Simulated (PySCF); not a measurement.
# Rb: interval between two levels with spin-orbit coupling

Each state of rubidium is computed at each level; their differences give the interval between two levels. How far do the methods differ?

The numbers are computed with PySCF 2.14.0 (two-component X2C-1e, generalised determinants), except any that are marked as measured or tabulated.

## (1) Starting point

```
Element                                   : rubidium (Z = 37)
Basis                                     : x2c-TZVPall-2c with one added diffuse shell each of s, p, d type (9s10p8d1f, 86 functions)
Hamiltonian                               : two-component X2C-1e, Gaussian nucleus, no Breit or QED terms; spin-orbit coupling, run by run: off; screened by Boettger's factors
Core shells frozen in the correlated runs : [Ar] 3d10 (for Rb)
State 1                                   : Rb 5s1 2S1/2: [Kr] 5s1; 5s1/2 filled at m_j = +1/2
State 2                                   : Rb 5p1 2P3/2: [Kr] 5p1; 5p3/2 filled at m_j = +3/2
Methods                                   : GHF, GMP2
```

The outer shells:

Rb [Kr] 5s1
```
[Kr] core
5s [↑ ]
```

Rb [Kr] 5p1
```
[Kr] core
5p [↑ ][  ][  ]
```

A driver program built on PySCF's X2C-1e integrals ran all steps in one process from the settings above; there is no separate input file.

The driver's launch:

```
$ OMP_NUM_THREADS=1 python sorun2.py TASK.json OUT
```

The integrals over 86 functions and the set-up took 2 s of CPU time.

## (2) Rb 5s1 2S1/2

GHF (spin-free):

Log:

```text
cycle= 1 E= -2979.0082719406  delta_E= -2.98e+03  |FDS-SDF|= 0.00157
cycle= 2 E= -2979.0092447447  delta_E= -0.000973  |FDS-SDF|= 0.000773
cycle= 3 E= -2979.0095077564  delta_E= -0.000263  |FDS-SDF|= 0.000394
cycle= 4 E= -2979.0096076513  delta_E= -9.99e-05  |FDS-SDF|= 0.000122
cycle= 5 E= -2979.0096239123  delta_E= -1.63e-05  |FDS-SDF|= 2.09e-05
cycle= 6 E= -2979.0096241636  delta_E= -2.51e-07  |FDS-SDF|= 3.89e-06
cycle= 7 E= -2979.0096241667  delta_E= -3.14e-09  |FDS-SDF|= 3.76e-07
cycle= 8 E= -2979.0096241668  delta_E= -1.26e-10  |FDS-SDF|= 8.2e-08
```

Time after the integrals: 2.1 s (1 thread of Neoverse-V2, shared host).

Occupied spinors (without spin-orbit coupling the j labels only name the start):

```tsv
spinor shell	electrons	mean energy (eV)	weight of the nominal j	rms radius (bohr)
1s1/2	2	-15287.0	1.000	0.0464
2s1/2	2	-2108.0	1.000	0.192
2p3/2	4	-1863.1	0.833	0.171
2p1/2	2	-1863.1	0.667	0.171
3s1/2	2	-341.61	1.000	0.543
3p3/2	4	-260.58	0.833	0.557
3p1/2	2	-260.58	0.667	0.557
3d3/2	4	-126.26	0.700	0.578
3d5/2	6	-126.26	0.800	0.578
4s1/2	2	-42.594	1.000	1.57
4p3/2	4	-21.970	0.833	1.86
4p1/2	2	-21.970	0.667	1.86
5s1/2	1	-3.813	1.000	5.93
```

M_J = 1/2, ⟨J²⟩ = 0.750, ⟨L²⟩ = 0.000, ⟨S²⟩ = 0.750.

GMP2 (spin-free):

No log was kept for this step.

It took 0.46 s on 1 thread of Neoverse-V2, shared host, the integrals not counted.

With 9 electrons correlated and 6 very high virtual spinors dropped, the MP2 correlation energy is -0.17404 hartree. Largest pairs: 4p3/2-4p3/2 -0.0559, 4p1/2-4p3/2 -0.0532, 4p3/2-4s1/2 -0.0215, 4p1/2-4p1/2 -0.0146, 4p1/2-4s1/2 -0.0108.

GHF (screened spin-orbit):

Log:

```text
cycle= 1 E= -2979.2166437295  delta_E= -2.98e+03  |FDS-SDF|= 0.00743
cycle= 2 E= -2979.2181554692  delta_E= -0.00151  |FDS-SDF|= 0.000999
cycle= 3 E= -2979.2184541737  delta_E= -0.000299  |FDS-SDF|= 0.000353
cycle= 4 E= -2979.2185273609  delta_E= -7.32e-05  |FDS-SDF|= 0.000189
cycle= 5 E= -2979.2185487321  delta_E= -2.14e-05  |FDS-SDF|= 5.25e-05
cycle= 6 E= -2979.2185515589  delta_E= -2.83e-06  |FDS-SDF|= 4.56e-06
cycle= 7 E= -2979.2185515682  delta_E= -9.25e-09  |FDS-SDF|= 9.62e-07
cycle= 8 E= -2979.2185515686  delta_E= -3.71e-10  |FDS-SDF|= 9.1e-08
```

It took 2.1 s on 1 thread of Neoverse-V2, shared host, the integrals not counted.

The outer occupied spinors:

```tsv
spinor shell	electrons	mean energy (eV)	weight of the nominal j	rms radius (bohr)
3p1/2	2	-267.18	1.000	0.550
3p3/2	4	-257.43	1.000	0.561
3d3/2	4	-127.23	1.000	0.575
3d5/2	6	-125.58	1.000	0.579
4s1/2	2	-42.588	1.000	1.57
4p1/2	2	-22.645	0.999	1.83
4p3/2	4	-21.647	1.000	1.87
5s1/2	1	-3.814	1.000	5.93
```

M_J = 1/2, ⟨J²⟩ = 0.750, ⟨L²⟩ = 0.005, ⟨S²⟩ = 0.756.

GMP2 (screened spin-orbit):

No log was kept for this step.

Time after the integrals: 0.29 s (1 thread of Neoverse-V2, shared host).

With 9 electrons correlated and 6 very high virtual spinors dropped, the MP2 correlation energy is -0.17399 hartree. Largest pairs: 4p3/2-4p3/2 -0.0557, 4p1/2-4p3/2 -0.0537, 4p3/2-4s1/2 -0.0215, 4p1/2-4p1/2 -0.0142, 4p1/2-4s1/2 -0.0107.

## (3) Rb 5p1 2P3/2

GHF (spin-free):

Log:

```text
cycle= 1 E= -2978.9555711378  delta_E= -2.98e+03  |FDS-SDF|= 0.00182
cycle= 2 E= -2978.9585503890  delta_E= -0.00298  |FDS-SDF|= 0.00116
cycle= 3 E= -2978.9598826441  delta_E= -0.00133  |FDS-SDF|= 0.000643
cycle= 4 E= -2978.9602537990  delta_E= -0.000371  |FDS-SDF|= 6.96e-05
cycle= 5 E= -2978.9602578807  delta_E= -4.08e-06  |FDS-SDF|= 1.71e-05
cycle= 6 E= -2978.9602584255  delta_E= -5.45e-07  |FDS-SDF|= 5.68e-06
cycle= 7 E= -2978.9602585172  delta_E= -9.17e-08  |FDS-SDF|= 8.32e-07
cycle= 8 E= -2978.9602585184  delta_E= -1.18e-09  |FDS-SDF|= 1.07e-07
```

It took 2.2 s on 1 thread of Neoverse-V2, shared host, the integrals not counted.

Occupied spinors (without spin-orbit coupling the j labels only name the start):

```tsv
spinor shell	electrons	mean energy (eV)	weight of the nominal j	rms radius (bohr)
1s1/2	2	-15288.4	1.000	0.0464
2s1/2	2	-2109.4	1.000	0.192
2p3/2	4	-1864.6	0.833	0.171
2p1/2	2	-1864.6	0.667	0.171
3s1/2	2	-343.04	1.000	0.543
3p3/2	4	-262.02	0.833	0.557
3p1/2	2	-262.02	0.667	0.557
3d5/2	6	-127.70	0.800	0.578
3d3/2	4	-127.70	0.700	0.578
4s1/2	2	-43.988	1.000	1.57
4p3/2	4	-23.406	0.833	1.85
4p1/2	2	-23.365	0.667	1.85
5p3/2	1	-2.457	1.000	8.14
```

M_J = 3/2, ⟨J²⟩ = 3.750, ⟨L²⟩ = 2.000, ⟨S²⟩ = 0.750.

GMP2 (spin-free):

The driver printed no log here.

Time after the integrals: 0.29 s (1 thread of Neoverse-V2, shared host).

With 9 electrons correlated and 6 very high virtual spinors dropped, the MP2 correlation energy is -0.16676 hartree. Largest pairs: 4p3/2-4p3/2 -0.0558, 4p1/2-4p3/2 -0.0531, 4p3/2-4s1/2 -0.0215, 4p1/2-4p1/2 -0.0147, 4p1/2-4s1/2 -0.0108.

GHF (screened spin-orbit):

Log:

```text
cycle= 1 E= -2979.1637284045  delta_E= -2.98e+03  |FDS-SDF|= 0.00747
cycle= 2 E= -2979.1672034593  delta_E= -0.00348  |FDS-SDF|= 0.00132
cycle= 3 E= -2979.1683649405  delta_E= -0.00116  |FDS-SDF|= 0.000646
cycle= 4 E= -2979.1688444858  delta_E= -0.00048  |FDS-SDF|= 0.000268
cycle= 5 E= -2979.1689003420  delta_E= -5.59e-05  |FDS-SDF|= 7.75e-05
cycle= 6 E= -2979.1689038641  delta_E= -3.52e-06  |FDS-SDF|= 7.01e-06
cycle= 7 E= -2979.1689039410  delta_E= -7.69e-08  |FDS-SDF|= 1.81e-06
cycle= 8 E= -2979.1689039500  delta_E= -9.01e-09  |FDS-SDF|= 4.08e-07
cycle= 9 E= -2979.1689039505  delta_E= -4.69e-10  |FDS-SDF|= 6.68e-08
```

Time after the integrals: 2.4 s (1 thread of Neoverse-V2, shared host).

The outer occupied spinors:

```tsv
spinor shell	electrons	mean energy (eV)	weight of the nominal j	rms radius (bohr)
3p1/2	2	-268.64	1.000	0.550
3p3/2	4	-258.89	1.000	0.561
3d3/2	4	-128.68	1.000	0.575
3d5/2	6	-127.04	1.000	0.579
4s1/2	2	-43.997	1.000	1.57
4p1/2	2	-24.071	0.999	1.83
4p3/2	4	-23.089	1.000	1.86
5p3/2	1	-2.449	1.000	8.17
```

M_J = 3/2, ⟨J²⟩ = 3.750, ⟨L²⟩ = 2.005, ⟨S²⟩ = 0.755.

GMP2 (screened spin-orbit):

This step left no log, only its results.

Time after the integrals: 0.29 s (1 thread of Neoverse-V2, shared host).

With 9 electrons correlated and 6 very high virtual spinors dropped, the MP2 correlation energy is -0.16666 hartree. Largest pairs: 4p3/2-4p3/2 -0.0557, 4p1/2-4p3/2 -0.0537, 4p3/2-4s1/2 -0.0215, 4p1/2-4p1/2 -0.0143, 4p1/2-4s1/2 -0.0108.

## (4) The energy differences

Interval between two levels: Rb [Kr] 5s1 [5s1/2^1, M_J = 1/2] → Rb [Kr] 5p1 [5p3/2^1, M_J = 3/2].

```tsv
method	value (eV)	error (eV)	CPU time, both states (s)
GHF (spin-free)	1.343	-0.246	4.3
GMP2 (spin-free)	1.541	-0.048	5
GHF (screened spin-orbit)	1.351	-0.238	4.5
GMP2 (screened spin-orbit)	1.550	-0.039	5
```

Reference: 1.589 eV (measured; NIST Handbook of Basic Atomic Spectroscopic Data (Sansonetti and Martin, J. Phys. Chem. Ref. Data 34, 1559 (2005))). The spin-free rows have the spin-orbit operator switched off.

Times are CPU seconds on a shared host without the integrals; correlated rows include their Hartree-Fock run.

## (5) Outcome

| quantity | value |
| --- | --- |
| interval between two levels, Rb → 5p1 2P3/2 | GHF (spin-free) 1.343, GMP2 (screened spin-orbit) 1.550 eV; reference 1.589 |

Accuracy against cost (mean over 1 difference):

```tsv
method	mean absolute miss against the measured value (with the measured fine structure taken into account where it is known) (eV)	CPU time, both states (s)
GHF (spin-free)	0.246	4.3
GMP2 (spin-free)	0.048	5
GHF (screened spin-orbit)	0.238	4.5
GMP2 (screened spin-orbit)	0.039	5
```

What this shows: GMP2 (screened spin-orbit) lands nearest to the measured value (off by 0.04 eV), level with GMP2 (spin-free); GHF (spin-free) misses by most (0.25 eV). Spin-orbit coupling moves the difference by +0.009 eV at GMP2. All values hold for this basis alone; no basis-set limit was taken.
